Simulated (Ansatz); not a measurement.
**GeH₂O: small, medium and large basis sets**

How large a basis does GeH₂O need? Two functionals are run in growing sets.

Program: Ansatz 0.2.0, Gaussian basis. Level of theory: one geometry, several basis sets. These are calculated values, not measurements.

The runs, in order: PBE0-D4/def2-SVP; ωB97M-V/def2-SVP; PBE0-D4/def2-QZVPP; ωB97M-V/def2-QZVPP; the functionals' def2-TZVPP values are taken from earlier runs.

## (1) The geometry

An earlier PBE0-D4 in a triple-zeta def2 set relaxation fixed the geometry.

SMILES `[OH][GeH]`, 4 atoms, charge 0, spin multiplicity 1.

Atoms are counted from 1 here; the program's logs count them from 0.

Bond lengths: O1–Ge2 1.791 Å, O1–H3 0.961 Å, Ge2–H4 1.599 Å. Angles: Ge2–O1–H3 111.5°, O1–Ge2–H4 92.3°.

## (2) PBE0-D4 in def2-SVP

The input, in.yaml:

```yaml
crystal:
  periodic: [false, false, false]
  atoms:
    - {symbol: O, position_ang: [-0.122321, -0.662233, 0.516285]}
    - {symbol: Ge, position_ang: [0.511645, 0.566057, -0.621920]}
    - {symbol: H, position_ang: [0.543504, -1.322222, 0.728865]}
    - {symbol: H, position_ang: [-0.877329, 1.358099, -0.643530]}
basis:
  gaussian: {orbitals: def2-SVP}
hamiltonian: {xc: pbe0, dispersion: d4}
output: {orbitals: {seedname: orbitals}}
```

Command:

```bash
$ ansatz run in.yaml --threads 2 --pin off --events-out ev --progress --plain --max-ram 20480MiB --backend cpu
```

After this run come: ωB97M-V in def2-SVP; PBE0-D4 in def2-QZVPP; ωB97M-V in def2-QZVPP.

Q: Predict the results of all the runs planned. Wanted: PBE0-D4: double and triple zeta above quadruple; ωB97M-V: double and triple zeta above quadruple.

As calculated:

| quantity | value |
| --- | --- |
| PBE0-D4: double and triple zeta above quadruple | 11.17, 1.36 eV |
| ωB97M-V: double and triple zeta above quadruple | 11.19, 1.33 eV |

**Reading.** PBE0-D4 gains 9.81 eV from double to triple zeta, then 1.36 eV more. These are total energies; as a rule much of such shifts cancels in differences, which this series doesn't test.
